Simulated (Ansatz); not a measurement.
# GaF (Pm-3m) in Ansatz: a series of runs

The runs below take GaF through relaxation of cell and atoms, with PBE+D3(BJ)-ATM, PBE+D4.

All numbers are computed with Ansatz 0.2.0; they aren't measurements. Logs are shortened: lines on timing, memory, paths and dates and some standing lists are left out, and cuts for length are marked.

**1. The structure**

Symmetry: Pm-3m, No. 221, cubic system. The conventional cell has a = 3.166 Å, b = 3.166 Å, c = 3.166 Å, α = 90.00°, β = 90.00°, γ = 90.00°. Ga (site symmetry m-3m) is surrounded by 8 F at 2.74 Å. Around F (site symmetry m-3m) lie 8 Ga at 2.74 Å.

The cell was built by a generator and needn't be a form met in nature.

**2. Relaxation of cell and atoms, PBE+D3(BJ)-ATM**

The input, input.yaml:

```yaml
crystal:
  lattice:
    - [3.16592, 0.0, 0.0]
    - [0.0, 3.16592, 0.0]
    - [0.0, 0.0, 3.16592]
  atoms:
    - { symbol: Ga, position: [0.0, 0.0, 0.0] }
    - { symbol: F, position: [0.5, 0.5, 0.5] }
hamiltonian:
  xc: pbe
  pseudopotentials: { kind: paw }
  dispersion: d3bjatm
kpoints:
  mp_grid: { grid: [8, 8, 8] }
scf:
  occupations: { method: fermi_dirac, width: 0.05 }
output:
  forces: true
  stress: true
  eigenvalues: true
  write_density: true
  write_potential: true
  elf: true
  volumetric_format: npy
relax:
  f_tol: 0.01
  max_steps: 40
  cell: { stress_tol: 0.05 }
```

Potentials or basis: Ansatz PAW.

On the command line:

```
> ansatz run input.yaml --threads 2 --pin off --max-ram 5632MiB --backend cpu --events-out ev --progress --plain --runs-dir out
```

Standard output:

```text
Warning: RAYON_NUM_THREADS=2 ignored (pool sized by the plan → 2); use --threads N
Engine: ansatz 0.2.0, aarch64-unknown-linux-gnu
Pseudopotentials: kind: paw
Pseudopotential: Ga, paw, valence charge 13, recommended cutoff 420 eV (normal), Ga.paw.azcp
Pseudopotential: F, paw, valence charge 7, recommended cutoff 420 eV (normal), F.paw.azcp
Functional definition: PBE
  parameter kappa = 0.804
  parameter beta = 0.06672455060314922
  exchange = pbe_x(kappa = kappa, mu = beta*pi^2/3)
  correlation = pbe_c(beta = beta)
Crystal: 2 atoms, lattice volume = 31.732 Å³
Basis set: ecut = 420 eV, 619 PW (Γ), exchange–correlation on 48×48×48 points (8 copies of the dense FFT grid, shifted against one another)
Bands: 14, of which v1, the nominal top of the filled ones, is band 10 counted from 1 (9 counted from 0)
Symmetry: 48 space group operations
Space group: Pm-3m (ITA 221), of the structure as read, at distance tolerance 3.2e-5 Å
k-points: 35 of 512
Non-local potential: Ga, projectors of the file, l = 0: 2, l = 1: 2, l = 2: 3, l = 3: 1
Non-local potential: F, projectors of the file, l = 0: 2, l = 1: 2, l = 2: 1
PAW form: soft (Blöchl's): semilocal exchange-correlation on the pseudo side does not see the compensation charge
PAW one-centre angular grid: Ga, 590 points (default); XC on 64 Gauss nodes
PAW one-centre angular grid: F, 110 points (default); XC on 64 Gauss nodes
Initial density: superposition of atomic densities (neutral atoms: chi_scale 0, normalization atom), corrected by the library's trained network
Initial wavefunctions: pseudopotential atomic-orbital guess
Functional: x = pbe(κ = 0.804, μ = 0.2195149727645171), c = pbe(β = 0.06672455060314922)
SCF iter   1: F=—  HF=-4591.608397 eV  |F-HF|=—  |Δ(HF+E_count)|=         —  Δρ=1.00e-3  dr2=1.93e-4  ethr=1.77e-3  ⟨swp⟩=5.7  Hψ=2425  notcnv=0
preconditioner: auto → none  [insulator: Δε(μ)=0.336 eV  Ē_g=17.717 eV  σ=0.050 eV  W_gap=0.92  n_scr=6 (ndim 8)  ℏωp=29.5 eV  f_vac=0.000  D(μ)=0.01/eV (n_scr^D=0)  ε∞_Penn≈3.8]
SCF iter   2: F=—  HF=-4591.608415 eV  |F-HF|=—  |Δ(HF+E_count)|=   1.84e-5  Δρ=7.28e-4  dr2=4.83e-5  ethr=9.67e-7  ⟨swp⟩=2.1  Hψ=1106  notcnv=0
SCF iter   3: F=—  HF=-4591.608481 eV  |F-HF|=—  |Δ(HF+E_count)|=   6.61e-5  Δρ=2.19e-4  dr2=7.36e-6  ethr=2.41e-7  ⟨swp⟩=2.0  Hψ=793  notcnv=0
SCF iter   4: F=—  HF=-4591.608507 eV  |F-HF|=—  |Δ(HF+E_count)|=   2.53e-5  Δρ=4.25e-5  dr2=5.54e-7  ethr=3.68e-8  ⟨swp⟩=2.0  Hψ=804  notcnv=0
iter 5 did not close the SCF: its close was put off for the readings that it lacked (scf_convergence_deferred on its scf_iter line)
SCF iter   5: F=-4591.608507 eV  HF=-4591.608507 eV  |F-HF|=2.60e-8  |Δ(HF+E_count)|=   4.43e-9  Δρ=1.44e-5  dr2=2.97e-8  ethr=2.77e-9  ⟨swp⟩=2.0  Hψ=805  notcnv=0
[... 111 lines left out ...]
SCF iter   6: F=-4591.645974 eV  HF=-4591.645974 eV  |F-HF|=9.09e-13  |Δ(HF+E_count)|=  1.18e-11  Δρ=1.31e-8  dr2=2.32e-14  ethr=1.00e-12  ⟨swp⟩=3.5  Hψ=1867  notcnv=0
WARN: dispersion: an atom stands within reach of a switch of its C6 between two reference coordination numbers of its element: through that C6 alone, e_disp changes by 0.025 eV or more while the distances to its neighbours run over a stretch of 0.05 Å that contains this geometry (sites counted from 0 in the run's list of atoms or, in a supercell that it derives, in that cell's: here a list of 2) — site 0 (Ga): coordination number 1.345 (about 1.09 to 1.60 with every neighbour 0.05 Å farther or nearer), switch near 1.446 between the references 0.960 (weight 0.69) and 1.931 (weight 0.31), e_disp changing by some 0.08 eV. This is how the published method behaves, and the energy and the forces stay consistent. Where you compare this geometry's total energy with another's, compare their components.e_disp too, and, where the geometries are yours to choose, keep both on one side of the switch, which a site's coordination number tells: a relaxation that ends in reach of it can search the other side under relax.adjacent_minimum: search, except where no move that the cell, the constraints and the symmetry allow carries the atom there
SCF 9 converged in 6 iterations: F = -4591.645974 eV  dr2 = 2.32e-14
relax step   9: F+E_penalty+E_count = -4591.64597395 eV  Δ(F+E_penalty+E_count) = -8.804e-4 eV  max|allowed force component| = 4.142e-30 eV/Å  Δτ_max = 0.0000 Å  P = -0.004 GPa  Ω = 37.314 Å³  stress off target by 4.06e-3 GPa  SCF on the basis re-selected at this cell (its energy is not comparable with the rows above)  (6 SCF iters)
basis re-selected at this cell: Δ(F+E_penalty+E_count) = -8.804e-4 eV, ΔP = +0.008 GPa vs the last step (what re-selecting the basis moved, of the pressure what is left beyond the Pulay correction that the steps carried, after the strain that the cell walked since its last selection, with what the two solves' SCF thresholds leave and, on support functions, any second-order correction that the steps lacked; it is no measure of the basis error at this ecutwfc). This SCF's stress stands 4.06e-3 GPa from its target on what of the cell is left free (relax.cell.stress_tol is 5.00e-2 GPa) and its largest allowed force component is 4.14e-30 eV/Å (relax.f_tol is 1.00e-2 eV/Å): within both
SCF converged after 6 iterations
Free energy (F): -4591.645974 eV
Harris-Foulkes:  -4591.645974 eV  (|F-HF|=9.09e-13)
Internal energy: -4591.645974 eV  (E = F + TS)
E sigma→0 (E₀):  -4591.645974 eV
Fermi energy:    3.900212 eV
--- Per-component energies (eV) ---
  E_band       = -129.498276
  E_kinetic    = 315.798434
  E_local      = -2530.936648  (includes V_loc(G=0)·N_el)
  E_nonlocal   = 493.054021
  E_hartree    = 1107.513552
  E_xc         = -148.153270
  E_vxc        = -158.416879  (∫ρ·V_xc dr)
  E_paw        = -2181.333259  (= ΣΔE_a)
  E_vpaw       = -464.026309  (= ΣTr[D̂ρ^β])
  E_aug_tail   = 0.002004  (compensation charges beyond the density's cutoff)
  E_ewald      = -1647.140985
  E_disp       = -0.449822  (pairwise vdW)
  E_smearing   = -0.000000  (= −TS)
  E_closure    = 0.000000  (closes the sum)
  Σ components = -4591.645974   (vs F -4591.645974, Δ=0.00e0)
--- Forces (eV/Å), atoms counted from 1 ---
  atom   1  Ga     0.00000000     0.00000000    -0.00000000
  atom   2  F      0.00000000     0.00000000     0.00000000
  max |Σ_I F_I| component: 8.55e-30 eV/Å
--- Stress (GPa, compression-positive) ---
       -0.004062      -0.000000      -0.000000
       -0.000000      -0.004062       0.000000
       -0.000000       0.000000      -0.004062
  P = ⅓ Tr σ = -0.0041 GPa (-0.041 kbar)
--- Band table (eV; the first three rows and the last of 35) ---
  k-point 0: bands = ["-17.3593", "-10.2812", "-10.2812", "-10.1740", "-10.1740", "-10.1740", "-1.6278", "1.2888", "1.2888", "1.2888", "11.4295", "11.4295", "11.4295", "13.5675"]
  k-point 1: bands = ["-17.3468", "-10.2804", "-10.2698", "-10.1781", "-10.1781", "-10.1736", "-1.6543", "1.3186", "1.3186", "1.3998", "9.7707", "11.4590", "11.4590", "13.7557"]
  k-point 2: bands = ["-17.3165", "-10.2786", "-10.2426", "-10.1880", "-10.1880", "-10.1728", "-1.7308", "1.3914", "1.3914", "1.7778", "7.5656", "11.5312", "11.5312", "14.3121"]
  k-point 34: bands = ["-17.1474", "-10.2356", "-10.2356", "-10.2356", "-10.1512", "-10.1512", "0.8424", "0.8424", "0.8424", "3.1831", "6.5030", "6.5030", "6.5030", "15.1960"]
--- Relaxed structure (7 steps of the walk, 6 accepted, 2 SCFs on fresh bases) ---
  F+E_penalty+E_count = -4591.64597395 eV   max|allowed force component| = 4.142e-30 eV/Å   (the final SCF, on the basis selected at the relaxed cell)
  cell:  # Å, volume = 37.3144 Å³
    - [3.341634720922597, 2.1877360462023757e-33, -9.589526181428112e-34]
    - [2.1877360462023757e-33, 3.341634720922597, 0.0]
    - [-9.589526181428112e-34, 0.0, 3.341634720922597]
  atoms:
    - { symbol: Ga, position: [-6.083318417354913e-35, 1.1406222032540804e-35, 1.5208296043387932e-35] }
    - { symbol: F, position: [0.49999999999999994, 0.49999999999999994, 0.49999999999999994] }
```

rho_z.tsv:

```text
# z_ang	rho[e/angstrom^3]
# format = ansatz-planar-average/11
# lattice	3.341634721	0.000000000	-0.000000000
# lattice	0.000000000	3.341634721	0.000000000
# lattice	-0.000000000	0.000000000	3.341634721
# sites	2
# site	31	-0.000000000	0.000000000	0.000000000
# site	9	1.670817360	1.670817360	1.670817360
0.000000	1.563713e0
0.139235	1.309814e0
0.278470	8.077919e-1
0.417704	4.302327e-1
0.556939	2.499987e-1
0.696174	1.798037e-1
[... 16 lines left out ...]
3.063165	8.077919e-1
3.202400	1.309814e0
```

v_z.tsv:

```text
# z_ang	v_es[eV]	v_tot[eV]
# format = ansatz-planar-average/11
# xc	pbe
# density_cutoff_ev	1680
# datasets	Ga=:simpson_from_first_knot:soft	F=:simpson_from_first_knot:soft
# lattice	3.341634721	0.000000000	-0.000000000
# lattice	0.000000000	3.341634721	0.000000000
# lattice	-0.000000000	0.000000000	3.341634721
# sites	2
# site	31	-0.000000000	0.000000000	0.000000000
# site	9	1.670817360	1.670817360	1.670817360
0.000000	-2.086610e-1	-9.806058e0
0.139235	-3.920451e-2	-9.499007e0
0.278470	4.736368e-1	-8.741063e0
0.417704	1.304842e0	-7.612520e0
0.556939	2.452289e0	-6.096115e0
0.696174	3.838318e0	-4.407336e0
[... 16 lines left out ...]
3.063165	4.736368e-1	-8.741063e0
3.202400	-3.920451e-2	-9.499007e0
```

It took 6 s on 2 threads of Arm Neoverse V2, shared host; peak memory 0.3 GiB.

What came out:

- Free energy: -4591.6460 eV
- Relaxed volume: 18.66 Å³/atom
- Relaxed cell: a = 3.342 Å, b = 3.342 Å, c = 3.342 Å, α = 90.00°, β = 90.00°, γ = 90.00°
- Space group after relaxing (to 0.05 Å): Pm-3m (No. 221)
- Energy gained by relaxing: 18.7 meV/atom
- Ionic steps: 8
- Pressure after relaxing: 0.0 GPa
- Band gap on the k mesh: 1.46 eV, indirect (least direct gap 1.55 eV)

Step by step:
```
step  energy change (eV)  largest force (eV/Å)  volume (Å³)
   1              0.0000                0.0000        31.73
   2             -0.0040                0.0000        36.60
   3             -0.0043                0.0000        36.83
   4             -0.0042                0.0000        36.93
   5             -0.0358                0.0000        36.93
   6             -0.0367                0.0000        37.27
   7             -0.0366                0.0000        37.31
   8             -0.0375                0.0000        37.31
```

Final structure:
```yaml
crystal:
  lattice:
    - [3.34163, 0.00000, 0.00000]
    - [0.00000, 3.34163, 0.00000]
    - [0.00000, 0.00000, 3.34163]
  atoms:
    - { symbol: Ga, position: [0.00000, 0.00000, 0.00000] }
    - { symbol: F, position: [0.50000, 0.50000, 0.50000] }
```

Levels at points of the mesh, in eV from the valence-band top:
```tsv
k point	band 8	band 9	band 10	band 11	band 12	band 13
(0.00, 0.00, 0.00)	-1.89	-1.89	-1.89	8.25	8.25	8.25
(0.00, 0.00, -0.50)	-1.69	-1.69	-0.09	1.46	8.45	8.45
(0.00, -0.50, -0.50)	-3.01	-1.95	-1.61	4.07	4.07	9.59
(-0.50, -0.50, -0.50)	-2.34	-2.34	0.00	3.32	3.32	3.32
```

Caveat: the volume moved by over 15 % at a fixed basis, so the end points are rough; the plane-wave basis is chosen anew once the cell has moved, so the energies of steps on either side of that aren't comparable; the pressure holds a Pulay correction of +0.3 GPa for the finite cutoff. A k mesh can miss the band edges.

(Part 1 of 2 ends here.)
